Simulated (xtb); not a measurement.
**C3H8BO− (SMILES C=C[BH2-]OC) at GFN1-xTB**

Aim: the energy change on altering one bond length of C3H8BO− at GFN1-xTB, from 2 runs. 

Program for the calculation: xtb 6.7.1.

2 further runs of the same task are left out: 2 set aside as unsound or not needed.

### 1 The system as given

The species is C3H8BO− (13 atoms), meant as a singlet with charge -1. As SMILES, `C=C[BH2-]OC`. The shape is that of a GFN2-xTB optimisation. This is one conformer, not always the lowest.

Bond lengths: C1–C2 1.325 Å, C2–B3 1.610 Å, B3–O4 1.534 Å, O4–C5 1.363 Å, C1–H6 1.091 Å, C1–H7 1.083 Å, C2–H8 1.091 Å, B3–H9 1.230 Å, B3–H10 1.230 Å, C5–H11 1.110 Å, C5–H12 1.104 Å, C5–H13 1.110 Å. Some angles: C1–C2–B3 127.7°, C2–B3–O4 106.8°, B3–O4–C5 113.3°, C1–C2–H8 116.6°, B3–C2–H8 115.7°, C2–C1–H6 124.2°, C2–C1–H7 121.4°, C2–B3–H9 111.3°, C2–B3–H10 111.2°, O4–B3–H9 109.2°.

### 2 Energy and forces at GFN1-xTB

mol.xyz

```xyz
13
start
C     -1.41974000     2.05088000     0.87316000
C     -1.09937000     0.78849000     0.63220000
B      0.21945000     0.23064000    -0.10408000
O      0.10025000    -1.29869000    -0.12689000
C      1.15848000    -1.91416000    -0.72637000
H     -2.33400000     2.36505000     1.37874000
H     -0.77074000     2.86419000     0.57395000
H     -1.81051000     0.03250000     0.96704000
H      0.29615000     0.64721000    -1.25924000
H      1.23874000     0.54694000     0.50747000
H      1.28830000    -1.60886000    -1.78608000
H      1.00947000    -3.00776000    -0.70799000
H      2.12351000    -1.69643000    -0.22194000
```

Launch:

```console
xtb mol.xyz --chrg -1 --gfn 1 --grad > run.log
```

Output:

```text
* xtb version 6.7.1
[...]
          :  # basis functions                  36          :
[...]
          :  # electrons                        30          :
[...]
          :  Hamiltonian                  GFN1-xTB          :
[...]
          :  net charge                         -1          :
          :  unpaired electrons                  0          :
[...]
   *** convergence criteria satisfied after 10 iterations ***
[...]
         ::                     SUMMARY                     ::
         :::::::::::::::::::::::::::::::::::::::::::::::::::::
         :: total energy             -16.954411884397 Eh    ::
         :: gradient norm              0.022276140446 Eh/a0 ::
         :: HOMO-LUMO gap              4.230759283064 eV    ::
         ::.................................................::
         :: SCC energy               -17.139965177631 Eh    ::
         :: -> electrostatic           0.156711447028 Eh    ::
         :: repulsion energy           0.189140136911 Eh    ::
         :: dispersion energy         -0.003586843676 Eh    ::
         :: halogen bond corr.         0.000000000000 Eh    ::
         :: add. restraining           0.000000000000 Eh    ::
         :: total charge              -1.000000000000 e     ::
         :::::::::::::::::::::::::::::::::::::::::::::::::::::
[...]
        15        2.0000           -0.1846527              -5.0247 (HOMO)
        16                         -0.0291751              -0.7939 (LUMO)
[...]
     #   Z sym  total        # sym  WBO       # sym  WBO       # sym  WBO
 ---------------------------------------------------------------------------
     1   6      3.970 --     2      1.951     7      0.981     6      0.979
     2   6      3.914 --     1      1.951     8      0.976     3      0.942
     3   5      3.579 --     2      0.942    10      0.905     9      0.905
                             4      0.772
     4   8      1.936 --     5      1.030     3      0.772
     5   6      3.965 --     4      1.030    12      0.980    11      0.970
                            13      0.970
     6   1      1.012 --     1      0.979
     7   1      1.012 --     1      0.981
     8   1      1.014 --     2      0.976
     9   1      0.975 --     3      0.905
    10   1      0.975 --     3      0.905
    11   1      1.027 --     5      0.970
[...]
          | TOTAL ENERGY              -16.954411884397 Eh   |
          | GRADIENT NORM               0.022276140446 Eh/α |
          | HOMO-LUMO GAP               4.230759283064 eV   |
           -------------------------------------------------
[...]
```

Standard error:

```text
normal termination of xtb
```

Wall time 0.034 s (1 thread of Arm Neoverse N1, shared host).

### 3 The distorted shape, same level

mol.xyz

```xyz
13

C     -2.07913     2.32979     1.24129
C     -1.75876     1.06740     1.00033
B      0.21945     0.23064    -0.10408
O      0.10025    -1.29869    -0.12689
C      1.15848    -1.91416    -0.72637
H     -2.99339     2.64396     1.74687
H     -1.43013     3.14310     0.94208
H     -2.46990     0.31142     1.33517
H      0.29615     0.64721    -1.25924
H      1.23874     0.54694     0.50747
H      1.28830    -1.60886    -1.78608
H      1.00947    -3.00776    -0.70799
H      2.12351    -1.69643    -0.22194
```

Launch:

```console
xtb mol.xyz --gfn 1 -c -1 --grad | tee xtb.out
```

Output:

```text
* xtb version 6.7.1
[...]
          :  # basis functions                  36          :
[...]
          :  # electrons                        30          :
[...]
          :  Hamiltonian                  GFN1-xTB          :
[...]
          :  net charge                         -1          :
          :  unpaired electrons                  0          :
[...]
   *** convergence criteria satisfied after 10 iterations ***
[...]
         ::                     SUMMARY                     ::
         :::::::::::::::::::::::::::::::::::::::::::::::::::::
         :: total energy             -16.871066644619 Eh    ::
         :: gradient norm              0.067814943202 Eh/a0 ::
         :: HOMO-LUMO gap              4.000127017258 eV    ::
         ::.................................................::
         :: SCC energy               -17.044823180838 Eh    ::
         :: -> electrostatic           0.149768990891 Eh    ::
         :: repulsion energy           0.177068572102 Eh    ::
         :: dispersion energy         -0.003312035883 Eh    ::
         :: halogen bond corr.         0.000000000000 Eh    ::
         :: add. restraining           0.000000000000 Eh    ::
         :: total charge              -1.000000000000 e     ::
         :::::::::::::::::::::::::::::::::::::::::::::::::::::
[...]
        15        2.0000           -0.1824626              -4.9651 (HOMO)
        16                         -0.0354606              -0.9649 (LUMO)
[...]
     #   Z sym  total        # sym  WBO       # sym  WBO       # sym  WBO
 ---------------------------------------------------------------------------
     1   6      3.976 --     2      2.023     7      0.979     6      0.964
     2   6      3.768 --     1      2.023     8      0.997     3      0.676
     3   5      3.455 --    10      0.939     9      0.939     4      0.816
                             2      0.676
     4   8      1.955 --     5      1.015     3      0.816
     5   6      3.958 --     4      1.015    12      0.979    11      0.971
                            13      0.971
     6   1      1.010 --     1      0.964
     7   1      1.028 --     1      0.979
     8   1      1.033 --     2      0.997
     9   1      0.992 --     3      0.939
    10   1      0.992 --     3      0.939
    11   1      1.023 --     5      0.971
[...]
          | TOTAL ENERGY              -16.871066644619 Eh   |
          | GRADIENT NORM               0.067814943202 Eh/α |
          | HOMO-LUMO GAP               4.000127017258 eV   |
           -------------------------------------------------
[...]
```

Standard error:

```text
normal termination of xtb
```

Run time: 0.034 s. Hardware: 1 thread of Arm Neoverse N1, shared host.

### 4 Summary of results

Level: GFN1-xTB.

| quantity | value |
| --- | --- |
| first shape: total energy | -16.95441 Eh |
| first shape: HOMO energy | -5.02 eV |
| first shape: LUMO energy | -0.79 eV |
| first shape: HOMO–LUMO gap | 4.23 eV |
| first shape: dispersion energy | -9.42 kJ/mol |
| first shape: largest force on an atom | 0.641 eV/Å |
| distorted shape: total energy | -16.87107 Eh |
| distorted shape: HOMO energy | -4.97 eV |
| distorted shape: LUMO energy | -0.96 eV |
| distorted shape: HOMO–LUMO gap | 4.00 eV |
| distorted shape: dispersion energy | -8.70 kJ/mol |
| distorted shape: largest force on an atom | 2.546 eV/Å |
| energy change with the C2–B3 bond stretched from 1.610 to 2.415 Å | 2.268 eV |

**Reading.** With the C2–B3 bond stretched from 1.610 to 2.415 Å the energy rises by 2.27 eV (219 kJ/mol). The first shape isn't relaxed at this level, so the change isn't measured from a minimum. The largest force (first shape) is 0.64 eV/Å: the shape isn't a stationary point for this species at this level. Mulliken charges (first shape) run from -0.56 on O4 to +0.21 on C5.
